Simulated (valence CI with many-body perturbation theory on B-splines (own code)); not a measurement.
# Levels and ionisation energy of Pm⁵⁶⁺

What does CI with core correlation give for the spectrum of Pm⁵⁶⁺? Levels and ionisation energy come from one run, set against NIST.

Program: an in-house CI+MBPT code version 3. Level of theory: configuration interaction of the valence electrons, many-body perturbation theory for a frozen closed Dirac-Fock core, no-pair Dirac Hamiltonian, B-spline basis. These are calculated values, not measurements, unless marked.

**1. Starting point**

| Property | Result |
| --- | --- |
| element | promethium (Z = 61, A = 145) |
| charge | +56 |
| frozen core | [He] |
| start configuration of the valence electrons | 2s2 2p1 |
| nuclear rms radius | 4.9620 fm |

**2. The calculation**

Settings, as recorded:

```ini
atom Pm  Z=61  mass_number=145  rms_radius_fm=4.9620
core [He]
valence 2s2 2p1
avg = 1
basis = L
breit = 1
cap = 40000
capref = 1200
cscale = 1
de = 0.0
dress = 0
eps = 2e-08
h = 0.27
hh = 1
l2 = 3
lcore = 6
maxit = 60
n2 = 5
natural = 1
nlev = 60
nno = [7, 7, 6, 5, 4, 2, 1]
nroot = 26
nsp = [4, 4, 3, 2, 1, 0, 0]
pt2 = 1
qed = 1
rpa = 1
s1 = 1
s2 = 1
s3 = 1
screen = 1
tol = 2e-05
```

The run is started by

```
$ python run_cv.py task.json out
```

task.json holds these settings.

Log:

```text
rmax 1.5 intervals 54 orbitals 81 references ['2s2 2p', '2s 2p2', '2p3'] scf 2
2J=0 par=0 roots 2 ref 18 generators 3 cand 364/364 P 354/354 nnz 0 it 0
2J=0 par=0 roots 2 ref 18 generators 3 cand 28/28 P 366/366 nnz 0 it 0
   second order: generators 3 cand 16/16 e2 -0.00000 -0.00000
2J=0 par=1 roots 2 ref 16 generators 3 cand 314/314 P 302/302 nnz 0 it 0
2J=0 par=1 roots 2 ref 16 generators 4 cand 28/28 P 317/317 nnz 0 it 0
   second order: generators 6 cand 13/13 e2 -0.00000 -0.00000
2J=2 par=1 roots 2 ref 41 generators 2 cand 828/828 P 756/756 nnz 0 it 0
2J=2 par=1 roots 2 ref 41 generators 2 cand 113/113 P 818/818 nnz 0 it 0
   second order: generators 2 cand 51/51 e2 -0.00000 -0.00000
reference levels 513, estimated 426, window 63208404 1/cm; series limit 82847785, core excitation 313824594
2J=1 par=1 roots 15 ref 48 generators 13 cand 6061/9084 P 5430/8000 nnz 5.9e+06 it 5
2J=1 par=1 roots 15 ref 48 generators 13 cand 2847/4281 P 6421/9576 nnz 8.4e+06 it 4
   second order: generators 15 cand 3412/5009 e2 -0.00001 -0.00000
2J=1 par=0 roots 16 ref 50 generators 15 cand 5996/8993 P 5363/8000 nnz 5.9e+06 it 5
2J=1 par=0 roots 16 ref 50 generators 15 cand 2951/4333 P 6543/9871 nnz 8.9e+06 it 5
   second order: generators 18 cand 3865/5504 e2 -0.00001 -0.00000
2J=3 par=1 roots 21 ref 72 generators 16 cand 8405/16996 P 4019/7999 nnz 6.6e+06 it 5
2J=3 par=1 roots 21 ref 72 generators 16 cand 6258/12708 P 7509/15632 nnz 2.3e+07 it 7
   second order: generators 17 cand 3722/6563 e2 -0.00001 -0.00000
2J=3 par=0 roots 19 ref 70 generators 13 cand 8428/16989 P 3993/7998 nnz 6.6e+06 it 4
2J=3 par=0 roots 19 ref 70 generators 14 cand 6263/12701 P 7454/15503 nnz 2.3e+07 it 5
   second order: generators 16 cand 5198/11039 e2 -0.00002 -0.00000
2J=5 par=0 roots 14 ref 66 generators 12 cand 9335/20931 P 3700/7999 nnz 6.9e+06 it 5
2J=5 par=0 roots 14 ref 66 generators 13 cand 7386/16634 P 7209/16614 nnz 2.7e+07 it 7
   second order: generators 15 cand 6484/16476 e2 -0.00001 -0.00000
2J=5 par=1 roots 13 ref 62 generators 9 cand 9317/20994 P 3707/7999 nnz 6.9e+06 it 5
2J=5 par=1 roots 13 ref 62 generators 10 cand 7395/16697 P 7165/16514 nnz 2.6e+07 it 7
   second order: generators 11 cand 5213/12156 e2 -0.00001 -0.00000
2J=7 par=1 roots 6 ref 43 generators 5 cand 7185/17880 P 3448/7999 nnz 7.8e+06 it 5
2J=7 par=1 roots 6 ref 43 generators 5 cand 5042/12651 P 5030/12257 nnz 1.8e+07 it 5
   second order: generators 6 cand 4808/13164 e2 -0.00001 -0.00001
2J=7 par=0 roots 5 ref 41 generators 5 cand 7180/17847 P 3398/7999 nnz 8.1e+06 it 5
2J=7 par=0 roots 5 ref 41 generators 5 cand 5017/12409 P 4765/11765 nnz 1.7e+07 it 5
   second order: generators 9 cand 7703/22102 e2 -0.00002 -0.00000
2J=9 par=1 roots 2 ref 20 generators 2 cand 4628/12559 P 2382/5360 nnz 3.5e+06 it 4
2J=9 par=1 roots 2 ref 20 generators 2 cand 3448/9716 P 3013/7203 nnz 6.7e+06 it 4
   second order: generators 3 cand 5010/13933 e2 -0.00001 -0.00001
2J=9 par=0 roots 2 ref 23 generators 2 cand 3196/8211 P 2486/5873 nnz 5.5e+06 it 4
2J=9 par=0 roots 2 ref 23 generators 2 cand 1957/4859 P 2902/6968 nnz 7.9e+06 it 4
   second order: generators 4 cand 3787/10140 e2 -0.00001 -0.00001
left out: unestimated 88239254, estimated 69703720, shifts from estimates -20 to 65
```

Wall time 93 s (1 thread of Arm Neoverse V2, shared host); peak memory 0.67 GiB.

In the log, the blocks before «reference levels» are the next ion; each later block is one J and parity (par 1 is odd): roots sought, reference size, generators, candidates and the variational space P (configurations/state functions), Hamiltonian entries, Davidson iterations; e2 is the second-order remainder in hartree. Σ1, Σ2 and Σ3 are the one-, two- and three-electron terms by which the core's correlation enters. In the settings nsp and nno count spectroscopic and correlating orbitals by l, and s1, s2, s3 switch or scale the Σ terms.

**3. Energy levels**

The computed levels (result record; ° odd parity; named by the leading configuration and LS term). The first 40 of 109 are listed.

```
 #             level  configuration weight  term weight  energy (eV)      g  lifetime (s)
 0    2s2 2p ²P° 1/2                  1.00         1.00         0.00  0.633             -
 1     2s 2p2 ⁴P 1/2                  1.00         0.54       197.28  2.106      7.13e-11
 2    2s2 2p ²P° 3/2                  0.99         1.00       613.58  1.310      2.42e-10
 3     2s 2p2 ⁴P 3/2                  1.00         0.91       751.25  1.641      7.29e-11
 4     2s 2p2 ²D 5/2                  1.00         0.60       786.73  1.332      1.81e-10
 5     2s 2p2 ²P 1/2                  1.00         0.70       843.43  1.245      4.43e-13
 6     2s 2p2 ²D 3/2                  1.00         0.64       844.68  0.972      5.20e-13
 7       2p3 ²P° 3/2                  0.99         0.48       1052.7  1.337      6.64e-13
 8     2s 2p2 ⁴P 5/2                  1.00         0.60       1382.8  1.416      2.36e-12
 9     2s 2p2 ²S 1/2                  1.00         0.69       1468.4  1.904      5.49e-13
10     2s 2p2 ²P 3/2                  1.00         0.62       1469.3  1.181      3.09e-13
11       2p3 ⁴S° 3/2                  1.00         0.55       1628.7  1.439      3.32e-13
12       2p3 ²D° 5/2                  1.00         1.00       1649.9  1.174      3.66e-13
13       2p3 ²P° 1/2                  1.00         1.00       1694.4  0.633      2.95e-13
14       2p3 ²P° 3/2                  1.00         0.52       2278.4  1.288      2.22e-13
15     2s2 3s ²S 1/2                  0.97         0.99       6817.4  1.989      8.51e-15
16    2s2 3p ²P° 1/2                  0.96         0.99       6884.5  0.667      2.16e-13
17  2s 2p 3s ⁴P° 1/2                  0.98         0.86       6949.8  2.366      9.52e-15
18  2s 2p 3s ⁴P° 3/2                  0.98         0.60       6971.3  1.548      8.55e-15
19  2s 2p 3s ²P° 1/2                  0.99         0.95       6995.5  0.725      1.17e-14
20   2s 2p 3p ⁴D 1/2                  1.00         0.72       7006.4  0.267      1.18e-14
21   2s 2p 3p ⁴D 3/2                  0.99         0.41       7029.4  1.108      4.11e-15
22   2s 2p 3p ⁴P 1/2                  0.99         0.48       7063.1  1.956      9.27e-15
23    2s2 3p ²P° 3/2                  0.96         0.98       7067.3  1.330      1.05e-13
24     2s2 3d ²D 3/2                  0.97         0.98       7115.1  0.794      1.36e-15
25     2s2 3d ²D 5/2                  0.96         0.98       7164.7  1.192      1.39e-15
26     2p2 3s ⁴P 1/2                  0.76         0.40       7182.8  1.819      7.13e-15
27   2s 2p 3p ⁴P 3/2                  1.00         0.31       7197.3  1.397      1.15e-14
28   2s 2p 3p ⁴D 5/2                  0.98         0.45       7223.6  1.327      5.74e-14
29   2s 2p 3p ²D 3/2                  1.00         0.44       7226.4  1.245      5.08e-15
30  2s 2p 3d ⁴F° 3/2                  1.00         0.71       7234.7  0.563      5.30e-15
31   2s 2p 3p ²P 1/2                  0.77         0.40       7239.5  1.485      4.09e-15
32    2p2 3p ²P° 1/2                  0.82         0.44       7240.9  0.611      1.32e-15
33  2s 2p 3d ⁴F° 5/2                  1.00         0.48       7259.6  1.022      6.90e-15
34  2s 2p 3d ²P° 3/2                  1.00         0.28       7275.6  1.196      1.08e-15
35  2s 2p 3d ⁴D° 1/2                  0.84         0.53       7284.2  0.459      1.86e-15
36  2s 2p 3d ⁴P° 5/2                  1.00         0.35       7295.5  1.318      1.40e-15
37  2s 2p 3d ⁴F° 7/2                  1.00         0.39       7318.7  1.233      1.46e-15
38  2s 2p 3d ²F° 5/2                  1.00         0.52       7329.6  1.064      1.46e-15
39  2s 2p 3d ²D° 3/2                  0.98         0.40       7329.9  1.090      1.46e-15
```

**4. What each term adds**

The same run repeats the diagonalisation with simpler Hamiltonians; each column adds a term to the one before, and the last is the full result. Excitation energies in eV:

```tsv
level	valence CI alone	+ Σ1	+ Σ2	+ Σ3	+ Breit	full, with QED
2s 2p2 ⁴P 1/2	196.84	196.55	196.44	196.42	206.58	197.28
2s2 2p ²P° 3/2	622.28	622.41	622.41	622.40	612.77	613.58
2s 2p2 ⁴P 3/2	759.69	759.54	759.49	759.50	759.53	751.25
2s 2p2 ²D 5/2	801.00	800.85	800.77	800.75	795.02	786.73
2s 2p2 ²P 1/2	851.83	851.67	851.37	851.32	851.78	843.43
2s 2p2 ²D 3/2	856.39	856.24	856.02	855.97	853.01	844.68
2p3 ²P° 3/2	1062.9	1062.5	1062.1	1062.0	1070.2	1052.7
2s 2p2 ⁴P 5/2	1402.9	1402.9	1402.9	1402.8	1390.1	1382.8
ionisation energy (eV)	12147.7	12148.1	12148.0	12148.0	12130.8	12130.7
```

**5. A choice of lines**

Listed are the E1 lines of largest gf, the fastest ones to the lowest level and a few forbidden lines. Rates are at computed energies, electric ones in the length gauge, E1 and E2 with static core polarisation; wavelengths are in vacuum.

| upper | lower | type | λ (nm) | A (1/s) | branching |
| --- | --- | --- | --- | --- | --- |
| 31: 2s 2p 3p ²P 1/2 | 0: 2s2 2p ²P° 1/2 | E1 | 0.1713 | 2.24e+14 | 0.92 |
| 29: 2s 2p 3p ²D 3/2 | 0: 2s2 2p ²P° 1/2 | E1 | 0.1716 | 1.95e+14 | 0.99 |
| 24: 2s2 3d ²D 3/2 | 0: 2s2 2p ²P° 1/2 | E1 | 0.1743 | 6.10e+14 | 0.83 |
| 63: 2s 2p 3d ⁴F° 7/2 | 4: 2s 2p2 ²D 5/2 | E1 | 0.1751 | 6.54e+14 | 1.00 |
| 92: 2p2 3d ²D 5/2 | 7: 2p3 ²P° 3/2 | E1 | 0.1762 | 7.93e+14 | 0.98 |
| 21: 2s 2p 3p ⁴D 3/2 | 0: 2s2 2p ²P° 1/2 | E1 | 0.1764 | 2.42e+14 | 1.00 |
| 25: 2s2 3d ²D 5/2 | 2: 2s2 2p ²P° 3/2 | E1 | 0.1893 | 7.17e+14 | 1.00 |
| 36: 2s 2p 3d ⁴P° 5/2 | 3: 2s 2p2 ⁴P 3/2 | E1 | 0.1895 | 6.28e+14 | 0.88 |
| 73: 2s 2p 3d ²F° 7/2 | 8: 2s 2p2 ⁴P 5/2 | E1 | 0.1895 | 9.97e+14 | 0.98 |
| 37: 2s 2p 3d ⁴F° 7/2 | 4: 2s 2p2 ²D 5/2 | E1 | 0.1898 | 6.86e+14 | 1.00 |
| 79: 2s 2p 3d ²D° 5/2 | 10: 2s 2p2 ²P 3/2 | E1 | 0.1901 | 1.00e+15 | 0.98 |
| 99: 2p2 3d ²D 5/2 | 11: 2p3 ⁴S° 3/2 | E1 | 0.1903 | 6.64e+14 | 0.64 |
| 100: 2p2 3d ²F 7/2 | 12: 2p3 ²D° 5/2 | E1 | 0.1908 | 1.09e+15 | 1.00 |
| 38: 2s 2p 3d ²F° 5/2 | 6: 2s 2p2 ²D 3/2 | E1 | 0.1912 | 5.45e+14 | 0.80 |
| 42: 2p2 3d ²D 5/2 | 7: 2p3 ²P° 3/2 | E1 | 0.1912 | 6.61e+14 | 1.00 |
| 16: 2s2 3p ²P° 1/2 | 2: 2s2 2p ²P° 3/2 | E2 | 0.1977 | 9.39e+11 | 0.20 |
| 2: 2s2 2p ²P° 3/2 | 0: 2s2 2p ²P° 1/2 | M1 | 2.021 | 1.05e+09 | 0.26 |
| 68: 2s 2p 3d ⁴F° 9/2 | 37: 2s 2p 3d ⁴F° 7/2 | M1 | 2.147 | 1.03e+09 | 0.03 |
| 3: 2s 2p2 ⁴P 3/2 | 1: 2s 2p2 ⁴P 1/2 | M1 | 2.238 | 1.08e+09 | 0.08 |

**6. Results**

```
                                  quantity                  computed                             tabulated
                              lowest level            2s2 2p ²P° 1/2                             2p ²P°1/2
                          first excitation  2s 2p2 ⁴P 1/2, 197.28 eV                                     -
        ionisation energy, to 2s2 ¹S J = 0                  12131 eV  12136 ± 5 eV (tabulated theoretical)
 dipole polarisability of the lowest level           0.0003884 bohr³                                     -
     hyperfine A/(μ/I) of the lowest level               3317510 MHz                                     -
no level missing from the run's list below                 8642.1 eV                                     -
```

**Reading.** The ionisation energy is 5.3 eV (0.04 %) below the NIST entry, whose uncertainty is 5 eV. Of the added terms Breit moves the ionisation energy most, by -17.2 eV. The lowest level is 100 % 2s2 2p. Cautions: by estimate large intervals hold to a few tenths of a per cent, small ones and the rates on them less well.
